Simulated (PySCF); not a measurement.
**AlClFH₂O₂ radical, an adsorbate on a surface model (alumina monomer): EPR parameters**

Wanted: the EPR parameters for `[OH][Al]([OH])[F]` with `[Cl]`.

Programs: PySCF 2.14.0. All values are calculated, for the isolated system unless a continuum is named. Atoms count from 0, parts from 1.

### 1 The system as given

7 atoms, charge 0, multiplicity 2; geometry: GFN2-xTB, MD frame. Parts: 1 = atoms 0–5, `[OH][Al]([OH])[F]`, charge 0; 2 = atom 6, `[Cl]`, charge 0.

### 2 g tensor and hyperfine couplings: 500 fs

Job settings and geometry (Å):

```
{"job": {"kind": "epr", "basis": "pcH-1"}, "charge": 0, "multiplicity": 2, "parts": [{"atoms": "0-5", "charge": 0, "multiplicity": 1}, {"atoms": "6-6", "charge": 0, "multiplicity": 2}]}
O     -1.323881    -0.892627     0.710721
Al    -0.089270     0.036283     0.087499
O      1.495503    -0.392532     0.372740
F     -0.421638     1.695257     0.283501
H     -1.994027    -1.379978     1.148601
H      2.314575    -0.817377     0.639724
Cl    -0.448410    -0.481979    -1.965763
```

With the program's defaults for keys left out, this is: UKS B3LYP, pcH-1 on Al Cl F H O, non-relativistic, mean-field spin-orbit, GIAO.

Command:

```bash
$ OMP_NUM_THREADS=1 python cluster_run.py task.json out
```

This one command runs all jobs of the session in turn.

**Question.** The jobs that follow are: UKS B3LYP, pcH-1 on Al Cl F H O, non-relativistic, mean-field spin-orbit, GIAO; UKS B3LYP, pcH-1 on Al Cl F H O, non-relativistic, mean-field spin-orbit, GIAO; UKS B3LYP, pcH-1 on Al Cl F H O, non-relativistic, mean-field spin-orbit, GIAO; UKS B3LYP, pcH-1 on Al Cl F H O, non-relativistic, mean-field spin-orbit, GIAO; UKS B3LYP, pcH-1 on Al Cl F H O, non-relativistic, mean-field spin-orbit, GIAO. Predict: g(iso) (B3LYP); ⟨S²⟩; largest a(iso).

The runs gave:

| quantity | value |
| --- | --- |
| g(iso) (B3LYP) | 2.10356 |
| ⟨S²⟩ | 0.755 (exact 0.75) |
| largest a(iso) | 17O on O0, -34.0 MHz |

In words: The largest spin populations lie on Cl6 (0.50 e), O0 (0.36 e). The isotropic g lies 101.2 ppt above the free-electron value. These values are not to be trusted: the run shows a large g shift, which the driver flags as unsure.
